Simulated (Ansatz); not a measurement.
# Sn2GeSe2: the cost of one run

Computed with Ansatz 0.2.0 (DFT PBE, scalar-relativistic, plane waves, PAW, unless a step's input says otherwise).

### Step 1. The system as given

The structure is hexagonal, space group P-6m2 (No. 187). The conventional cell has a = 4.482 Å, b = 4.482 Å, c = 8.765 Å, α = 90.00°, β = 90.00°, γ = 120.00°. Around Sn (site symmetry 3m) lie 6 Se at 3.15 to 3.65 Å and 1 Sn at 3.60 Å and 3 Ge at 3.65 Å. Ge (site symmetry -6m2) is surrounded by 3 Se at 2.59 Å. Se (site symmetry -6m2) has 6 Sn at 3.15 Å as nearest neighbours. Se (site symmetry -6m2) has 3 Ge at 2.59 Å as nearest neighbours.

Coordinates:

```xyz
5
Lattice="4.4822 0.0000 0.0000 -2.2411 3.8817 0.0000 0.0000 0.0000 8.7649" Properties=species:S:1:pos:R:3 pbc="T T T"
Sn    0.0000    0.0000    6.1839
Sn    0.0000    0.0000    2.5810
Ge    2.2411    1.2939    0.0000
Se    2.2411    1.2939    4.3824
Se    0.0000    2.5878    0.0000
```

Recipe of the guess: species swapped into a database cell of Sr2ZnAs2 (P-6m2, No. 187), with Sn on the Sr sites, Ge on the Zn sites and Se on the As sites. Lengths come from tabulated atomic sizes and are only a guess.

### Step 2. A first look at the guess

Input file input.yaml:

```yaml
crystal:
  lattice:
    - [4.4822286, 0.0, 0.0]
    - [-2.2411143, 3.88172383, 0.0]
    - [0.0, 0.0, 8.76488374]
  atoms:
    - { symbol: Sn, position: [0.0, 0.0, 0.70553398] }
    - { symbol: Sn, position: [0.0, 0.0, 0.29446602] }
    - { symbol: Ge, position: [0.66666667, 0.33333333, 0.0] }
    - { symbol: Se, position: [0.66666667, 0.33333333, 0.5] }
    - { symbol: Se, position: [0.33333333, 0.66666667, 0.0] }
basis:
  ecutwfc: 420
kpoints:
  mp_grid: { grid: [6, 6, 2] }
hamiltonian:
  xc: pbe
scf:
  occupations: { method: gaussian, width: 0.1 }
  lower_state_search: "off"
output:
  forces: true
  stress: true
  eigenvalues: true
```

Launch:

```
ansatz run input.yaml --threads 1 --pin off --max-ram 2560MiB --backend cpu --events-out ev --progress --plain --runs-dir out
```

What time and memory should one allow on 1 thread of AMD EPYC 9R45 (Zen 5), shared host?

About 2.9 s, with a peak of 0.46 GiB.
